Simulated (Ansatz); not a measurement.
## Molecular dynamics of Li$_{5}$Fe$_{2}$P$_{2}$C$_{2}$O$_{14}$

Input:

```yaml
accuracy: low
crystal:
  lattice:
    - [5.097449, 0.0, 0.0]
    - [0.0, 6.561352, 0.0]
    - [-0.709802, 0.0, 8.489373]
  atoms:
    - { symbol: Li, position: [0.82220331, 0.24457999, 0.24277301] }
    - { symbol: Li, position: [0.76834681, 0.6585863, 0.27008898] }
    - { symbol: Li, position: [0.25072964, 0.81062551, 0.69620212] }
    - { symbol: Li, position: [0.3022241, 0.2866821, 0.81373484] }
    - { symbol: Li, position: [0.7348795, 0.00848533, 0.87807168] }
    - { symbol: Fe, position: [0.20241615, 0.02290515, 0.32620342], spin: 2.5 }
    - { symbol: Fe, position: [0.78739194, 0.47952935, 0.66523753], spin: 2.5 }
    - { symbol: P, position: [0.26512191, 0.49656657, 0.43205019] }
    - { symbol: P, position: [0.71740144, -0.01128055, 0.55289892] }
    - { symbol: C, position: [0.28932281, 0.01091113, 0.04228622] }
    - { symbol: C, position: [0.75010988, 0.48834237, 0.95758504] }
    - { symbol: O, position: [0.04611831, 0.01530417, 0.08246116] }
    - { symbol: O, position: [0.74733071, 0.47467558, 0.10107142] }
    - { symbol: O, position: [0.45701209, -0.04052336, 0.15794919] }
    - { symbol: O, position: [0.1901996, 0.30382431, 0.32496965] }
    - { symbol: O, position: [0.12877647, 0.68739638, 0.36102899] }
    - { symbol: O, position: [0.86864354, 0.07383844, 0.42095068] }
    - { symbol: O, position: [0.56436435, 0.52088325, 0.45316914] }
    - { symbol: O, position: [0.4152244, -0.0506525, 0.51485244] }
    - { symbol: O, position: [0.15808116, 0.47638601, 0.59946691] }
    - { symbol: O, position: [0.83657968, 0.80440475, 0.62742468] }
    - { symbol: O, position: [0.73709678, 0.17610487, 0.67059464] }
    - { symbol: O, position: [0.54412885, 0.49422959, 0.86855843] }
    - { symbol: O, position: [0.36189385, 0.02487918, 0.9045116] }
    - { symbol: O, position: [0.96664129, 0.46807028, 0.88640865] }
magnetization:
  spin_polarized: true
basis:
  ecutwfc: 420.0
kpoints:
  mp_grid: { grid: [2, 2, 2] }
hamiltonian:
  xc: lda
scf:
  occupations: { method: fermi_dirac, width: 0.05 }
  lower_state_search: "off"
md:
  timestep: 1
  n_steps: 80
  ensemble: nve
  temperature: 1440.0
  initial_velocities: maxwell_boltzmann
  seed: 267546
```

Run as:

```bash
$ ansatz run input.yaml --threads 2 --pin off --max-ram 5120MiB --backend cpu --events-out ev --progress --plain --runs-dir out
```

It goes on from the last frame of an earlier run, with new velocities.

Output, in part (one step line in 3):

```
md step     0: t =     0.00 fs  T =  1440.0 K  F+E_penalty+E_count = -19569.34414235 eV  E_kin = 4.467226 eV  conserved = -19564.87691678 eV  (41 SCF iters)
md step     3: t =     3.00 fs  T =  1294.8 K  F+E_penalty+E_count = -19568.88770340 eV  E_kin = 4.016909 eV  conserved = -19564.87079476 eV  (20 SCF iters)
md step     6: t =     6.00 fs  T =  1073.1 K  F+E_penalty+E_count = -19568.19431386 eV  E_kin = 3.328905 eV  conserved = -19564.86540874 eV  (22 SCF iters)
md step     9: t =     9.00 fs  T =   999.1 K  F+E_penalty+E_count = -19567.96641225 eV  E_kin = 3.099434 eV  conserved = -19564.86697846 eV  (16 SCF iters)
md step    12: t =    12.00 fs  T =  1020.6 K  F+E_penalty+E_count = -19568.03476140 eV  E_kin = 3.166037 eV  conserved = -19564.86872403 eV  (18 SCF iters)
md step    15: t =    15.00 fs  T =  1050.2 K  F+E_penalty+E_count = -19568.12676492 eV  E_kin = 3.258048 eV  conserved = -19564.86871708 eV  (19 SCF iters)
md step    18: t =    18.00 fs  T =  1086.5 K  F+E_penalty+E_count = -19568.23850434 eV  E_kin = 3.370641 eV  conserved = -19564.86786359 eV  (18 SCF iters)
md step    21: t =    21.00 fs  T =  1147.1 K  F+E_penalty+E_count = -19568.42912350 eV  E_kin = 3.558534 eV  conserved = -19564.87059000 eV  (21 SCF iters)
md step    24: t =    24.00 fs  T =  1127.0 K  F+E_penalty+E_count = -19568.36902957 eV  E_kin = 3.496209 eV  conserved = -19564.87282076 eV  (19 SCF iters)
md step    27: t =    27.00 fs  T =   988.8 K  F+E_penalty+E_count = -19567.93441189 eV  E_kin = 3.067444 eV  conserved = -19564.86696749 eV  (22 SCF iters)
md step    30: t =    30.00 fs  T =   907.4 K  F+E_penalty+E_count = -19567.68521207 eV  E_kin = 2.814853 eV  conserved = -19564.87035948 eV  (19 SCF iters)
md step    33: t =    33.00 fs  T =   845.3 K  F+E_penalty+E_count = -19567.48839483 eV  E_kin = 2.622361 eV  conserved = -19564.86603410 eV  (15 SCF iters)
md step    36: t =    36.00 fs  T =   895.2 K  F+E_penalty+E_count = -19567.64633849 eV  E_kin = 2.777160 eV  conserved = -19564.86917858 eV  (18 SCF iters)
md step    39: t =    39.00 fs  T =   962.3 K  F+E_penalty+E_count = -19567.85722940 eV  E_kin = 2.985340 eV  conserved = -19564.87188957 eV  (20 SCF iters)
md step    42: t =    42.00 fs  T =   948.4 K  F+E_penalty+E_count = -19567.81044468 eV  E_kin = 2.942137 eV  conserved = -19564.86830779 eV  (18 SCF iters)
md step    45: t =    45.00 fs  T =   954.3 K  F+E_penalty+E_count = -19567.83020837 eV  E_kin = 2.960605 eV  conserved = -19564.86960335 eV  (18 SCF iters)
md step    48: t =    48.00 fs  T =   982.5 K  F+E_penalty+E_count = -19567.91475535 eV  E_kin = 3.048060 eV  conserved = -19564.86669561 eV  (17 SCF iters)
md step    51: t =    51.00 fs  T =  1097.1 K  F+E_penalty+E_count = -19568.27466193 eV  E_kin = 3.403436 eV  conserved = -19564.87122593 eV  (19 SCF iters)
md step    54: t =    54.00 fs  T =  1131.2 K  F+E_penalty+E_count = -19568.38312257 eV  E_kin = 3.509148 eV  conserved = -19564.87397471 eV  (19 SCF iters)
md step    57: t =    57.00 fs  T =   989.1 K  F+E_penalty+E_count = -19567.93483383 eV  E_kin = 3.068362 eV  conserved = -19564.86647161 eV  (18 SCF iters)
md step    60: t =    60.00 fs  T =   951.4 K  F+E_penalty+E_count = -19567.81727473 eV  E_kin = 2.951440 eV  conserved = -19564.86583475 eV  (17 SCF iters)
md step    63: t =    63.00 fs  T =  1041.7 K  F+E_penalty+E_count = -19568.10441767 eV  E_kin = 3.231659 eV  conserved = -19564.87275881 eV  (17 SCF iters)
md step    66: t =    66.00 fs  T =  1021.5 K  F+E_penalty+E_count = -19568.03859890 eV  E_kin = 3.168920 eV  conserved = -19564.86967882 eV  (18 SCF iters)
md step    69: t =    69.00 fs  T =   952.5 K  F+E_penalty+E_count = -19567.82168674 eV  E_kin = 2.954764 eV  conserved = -19564.86692279 eV  (16 SCF iters)
md step    72: t =    72.00 fs  T =   969.9 K  F+E_penalty+E_count = -19567.87358955 eV  E_kin = 3.008822 eV  conserved = -19564.86476739 eV  (15 SCF iters)
md step    75: t =    75.00 fs  T =  1116.8 K  F+E_penalty+E_count = -19568.33629727 eV  E_kin = 3.464471 eV  conserved = -19564.87182657 eV  (17 SCF iters)
md step    78: t =    78.00 fs  T =  1148.3 K  F+E_penalty+E_count = -19568.43448604 eV  E_kin = 3.562233 eV  conserved = -19564.87225290 eV  (17 SCF iters)
md step    80: t =    80.00 fs  T =  1086.3 K  F+E_penalty+E_count = -19568.23621557 eV  E_kin = 3.369912 eV  conserved = -19564.86630397 eV  (16 SCF iters)
```

All steps were run. The conserved energy stayed within 0.52 meV per atom of its start (net change 0.42 meV per atom), so the integration is sound. A run of 0.08 ps of so small a system gives no equilibrium averages. No Hubbard correction was used and the magnetic state wasn't searched. Limits of this set-up: coarse k mesh, low accuracy level.

Mean squared displacements from the first frame to the last, about the centre of mass: Li 0.21 Å², Fe 0.06 Å², P 0.04 Å², C 0.02 Å², O 0.14 Å².

Last frame:

```xyz
25
Lattice="5.0974 0.0000 0.0000 0.0000 6.5614 0.0000 -0.7098 0.0000 8.4894" Properties=species:S:1:pos:R:3
Li 3.819 1.643 2.132
Li 3.563 4.987 2.020
Li 0.880 5.492 5.961
Li 1.054 1.934 6.869
Li 3.447 0.571 7.623
Fe 0.827 -0.142 2.684
Fe 3.384 3.242 5.664
P 1.038 3.260 3.626
P 3.123 -0.043 4.913
C 1.557 -0.053 0.333
C 3.246 3.269 8.138
O 0.402 -0.277 0.485
O 3.659 3.175 0.845
O 2.495 -0.024 1.335
O 0.646 2.058 2.822
O 0.683 4.537 2.764
O 3.897 -0.065 3.584
O 2.614 3.345 3.799
O 1.588 -0.120 4.694
O 0.198 3.474 4.856
O 3.568 5.329 5.916
O 3.631 1.220 5.543
O 2.191 3.446 7.304
O 1.361 -0.001 7.593
O 4.428 3.003 7.580
```

The run took 28 min on 2 threads of Intel(R) Xeon(R) 6975P-C (Granite Rapids), on a shared host, peak memory 1 GiB.
